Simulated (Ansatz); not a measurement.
# H3In, SMILES [InH3]: a single point in a Gaussian basis

Run with Ansatz's Python interface.

Script `energy_h3in.py`:
```python
"""Electronic structure of the H3In molecule."""

import ansatz as az
from ase import Atoms


def main() -> None:
    atoms = Atoms(["In", "H", "H", "H"], positions=[
        (0.012, -0.0409, 0.2131),
        (0.3526, 1.4735, 0.5301),
        (-1.1052, 0.0292, -1.3929),
        (0.7961, -1.5221, 0.6294),
    ])
    system = az.Crystal.molecule_from_ase(atoms)

    setup = (
        system.calculation()
        .basis(gaussian="x2c-TZVPPall")
        .functional("pbe0")
        .accuracy("medium")
    )
    res = setup.run(threads=1, pin="off")
    data = res.report

    print(f"E = {data['free_energy_ev']:.6f} eV = {data['free_energy_ev'] / 27.211386246:.7f} Ha")
    print("converged:", data["converged"], " doubts:", data["published_state_doubts"] or "none")


if __name__ == "__main__":
    main()
```

```console
$ python energy_h3in.py
E = -160069.595996 eV = -5882.4491538 Ha
converged: True  doubts: none
```

Notes:
- These settings explore the input space; basis and method may be short of convergence.
- The geometry is a force-field or estimated start, not a minimum of this method, and the basis set is short of its limit.
- The whole script took 2.1 s on 1 thread of Arm Neoverse V2, with other jobs on the host, peak memory 0.25 GiB.
